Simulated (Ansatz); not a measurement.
# C₃H₆OSi: small, medium and large basis sets

Aim: see how fast density functionals converge with the basis set for C₃H₆OSi.

Method: one geometry, several basis sets; program: Ansatz 0.2.0, Gaussian basis.

Levels to be run: PBE0-D4/def2-SVP; ωB97M-V/def2-SVP; PBE0-D4/def2-QZVPP; ωB97M-V/def2-QZVPP; the functionals' def2-TZVPP values are taken from earlier runs.

## 1. Structure used throughout

All runs share one geometry, relaxed beforehand with PBE0-D4/def2-TZVP.

11 atoms, charge 0, spin multiplicity 1.

Atoms are counted from 1 here; the program's logs count them from 0.

Bond lengths: C1–C2 1.200 Å, C1–H6 1.062 Å, C2–O3 1.291 Å, O3–C4 1.447 Å, C4–Si5 1.900 Å, C4–H7 1.095 Å, C4–H8 1.091 Å, Si5–H9 1.482 Å, Si5–H10 1.484 Å, Si5–H11 1.487 Å. Angles: C2–C1–H6 179.1°, C1–C2–O3 178.7°, C2–O3–C4 115.2°, O3–C4–Si5 113.8°, O3–C4–H7 108.9°, O3–C4–H8 104.7°, Si5–C4–H7 111.4°, Si5–C4–H8 109.9°, H7–C4–H8 107.8°, C4–Si5–H9 111.5°, C4–Si5–H10 109.3°, C4–Si5–H11 106.2°, H9–Si5–H10 110.2°, H9–Si5–H11 109.7°, H10–Si5–H11 109.9°.

## 2. PBE0-D4 in def2-SVP

Input file in.yaml:

```yaml
crystal:
  periodic: [false, false, false]
  atoms:
    - {symbol: C, position_ang: [1.509563, 1.779490, 1.166346]}
    - {symbol: C, position_ang: [1.122041, 1.295093, 0.139259]}
    - {symbol: O, position_ang: [0.728548, 0.786894, -0.979903]}
    - {symbol: C, position_ang: [-0.565967, 0.140569, -0.942549]}
    - {symbol: Si, position_ang: [-0.600785, -1.447381, 0.100203]}
    - {symbol: H, position_ang: [1.867724, 2.205783, 2.071030]}
    - {symbol: H, position_ang: [-1.313173, 0.862142, -0.596465]}
    - {symbol: H, position_ang: [-0.787058, -0.095288, -1.984788]}
    - {symbol: H, position_ang: [-0.413471, -1.155511, 1.540762]}
    - {symbol: H, position_ang: [0.457771, -2.371661, -0.376783]}
    - {symbol: H, position_ang: [-1.939693, -2.057129, -0.116611]}
basis:
  gaussian: {orbitals: def2-SVP}
hamiltonian: {xc: pbe0, dispersion: d4}
output: {orbitals: {seedname: orbitals}}
```

The runs that follow: ωB97M-V in def2-SVP; PBE0-D4 in def2-QZVPP; ωB97M-V in def2-QZVPP.

Before running them: what should the planned runs give, taken together? Wanted: PBE0-D4: double and triple zeta above quadruple; ωB97M-V: double and triple zeta above quadruple.

As calculated:

```
                                       quantity          value
PBE0-D4: double and triple zeta above quadruple  9.27, 0.56 eV
ωB97M-V: double and triple zeta above quadruple  9.49, 0.51 eV
```

**Reading.** For PBE0-D4 the step from double to triple zeta gains 8.71 eV and the next only 0.56 eV. Total energies overstate the basis error of differences, where much of it tends to cancel. The LUMO of ωB97M-V is positive and keeps falling with the basis (2.64 to 1.44 eV): an unbound level that the basis holds in place.
